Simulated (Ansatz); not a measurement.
**HBr+ (doublet): how energies converge with the basis set**

An exercise on one series of results from a longer session: the logs are not shown, and one member is left open.

Computed with Ansatz 0.2.0, Gaussian basis. Level: one geometry, several basis sets.

The runs, in order: PBE0-D4/def2-SVP; ωB97M-V/def2-SVP; PBE0-D4/def2-QZVPP; ωB97M-V/def2-QZVPP; the functionals' def2-TZVPP values are taken from earlier runs.

**The relaxed structure**

The geometry comes from an earlier relaxation with PBE0-D4 in a triple-zeta def2 set; it is a stationary point.

SMILES `[BrH+]`, 2 atoms, charge 1, spin multiplicity 2.

Atoms are counted from 1 here; the program's logs count them from 0.

Bond lengths: Br1–H2 1.455 Å.

Set-up of the first run:

The input, in.yaml:

```yaml
crystal:
  periodic: [false, false, false]
  atoms:
    - {symbol: Br, position_ang: [-0.617916, 0.223358, -0.312460]}
    - {symbol: H, position_ang: [0.617916, -0.223358, 0.312460]}
basis:
  gaussian: {orbitals: def2-SVP}
total_charge: 1
magnetization: {spin_polarized: true, initial_magnetization: 1}
hamiltonian: {xc: pbe0, dispersion: d4}
output: {orbitals: {seedname: orbitals}}
```

Launch:

```console
> ansatz run in.yaml --threads 2 --pin off --events-out ev --progress --plain --max-ram 32768MiB --backend cpu
```

Steps of the session up to this table: PBE0-D4 in def2-SVP; ωB97M-V in def2-SVP; PBE0-D4 in def2-QZVPP; ωB97M-V in def2-QZVPP.

One of the session's tables, all rows but one given; the rest of the session is left out.

It belongs to the step «Density functionals: the series». 

| functional | basis | HOMO (eV) | LUMO (eV) |
| --- | --- | --- | --- |
| PBE0-D4 | def2-SVP | -17.59 | -14.76 |
| PBE0-D4 | def2-TZVPP | ? | ? |
| PBE0-D4 | def2-QZVPP | -17.60 | -14.61 |
| ωB97M-V | def2-SVP | -19.91 | -12.39 |
| ωB97M-V | def2-TZVPP | -19.90 | -12.29 |
| ωB97M-V | def2-QZVPP | -19.91 | -12.27 |

Estimate the missing values for PBE0-D4, def2-TZVPP.

**Answer.** HOMO (eV): -17.59; LUMO (eV): -14.63.
